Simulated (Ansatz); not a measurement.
# ZrSnO4: the cost of one run

Code: Ansatz 0.2.0. PAW datasets, plane waves. No spin polarisation. The prototype was imposed, so other structures may be more stable.

**1. Starting point**

The cell was relaxed beforehand with r2SCAN.

The symmetry is P-4m2 (No. 115, tetragonal); a = 3.577 Å, c = 5.359 Å in the conventional setting, 11.43 Å³ an atom. Zr has 4 O at 2.04 Å; Sn has 4 O at 2.04 Å; O has 2 Zr at 2.04 Å; O has 2 Sn at 2.04 Å.

The structure in full:

```cif
data_structure
_symmetry_space_group_name_H-M 'P-4m2'
_symmetry_Int_Tables_number 115
_cell_length_a 3.5775
_cell_length_b 3.5775
_cell_length_c 5.3592
_cell_angle_alpha 90.000
_cell_angle_beta 90.000
_cell_angle_gamma 90.000
_cell_volume 68.59
loop_
_atom_site_label
_atom_site_type_symbol
_atom_site_symmetry_multiplicity
_atom_site_Wyckoff_symbol
_atom_site_fract_x
_atom_site_fract_y
_atom_site_fract_z
_atom_site_occupancy
Zr1 Zr 1 c 0.50000 0.50000 0.50000 1
Sn1 Sn 1 a 0.00000 0.00000 0.00000 1
O1 O 2 g 0.50000 0.00000 0.68301 1
O2 O 2 g 0.00000 0.50000 0.81748 1
```

**2. PBE band path**

input.yaml reads:

```yaml
crystal:
  lattice:
    - [3.577493634, 0.0, 0.0]
    - [0.0, 3.577493634, 0.0]
    - [0.0, 0.0, 5.3591671598]
  atoms:
    - { symbol: Zr, position: [0.5, 0.5, 0.5] }
    - { symbol: Sn, position: [0.0, 0.0, 0.0] }
    - { symbol: O, position: [0.5, 0.0, 0.6830119302] }
    - { symbol: O, position: [0.0, 0.5, 0.8174782741] }
    - { symbol: O, position: [0.0, 0.5, 0.3169880698] }
    - { symbol: O, position: [0.5, 0.0, 0.1825217259] }
kpoints:
  mp_grid: { grid: [8, 8, 6] }
  band_path:
    path:
      - [[0.0, 0.0, 0.0], [4.73097055761e-51, 0.5, -7.444511484125e-68], [0.5, 0.5, -5.292082340417e-34], [0.0, 0.0, 0.0], [-4.426448384102e-52, 1.091263170848e-86, 0.5], [1.316963405224e-50, 0.5, 0.5], [0.5, 0.5, 0.5], [-4.426448384102e-52, 1.091263170848e-86, 0.5]]
      - [[4.73097055761e-51, 0.5, -7.444511484125e-68], [1.316963405224e-50, 0.5, 0.5]]
      - [[0.5, 0.5, -5.292082340417e-34], [0.5, 0.5, 0.5]]
    npoints: 10
hamiltonian:
  xc: pbe
scf:
  occupations: { method: fermi_dirac, width: 0.02 }
  n_extra_bands: 5
output:
  forces: true
  stress: true
  eigenvalues: true
```

Command:

```sh
> ansatz run input.yaml --threads 4 --pin off --max-ram 6451MiB --backend cpu --events-out ev --progress --plain --runs-dir out
```

Q: Estimate wall time and peak memory on 4 threads of Arm Neoverse V1, shared host.

About 5.7 s, with a peak of 0.41 GiB.
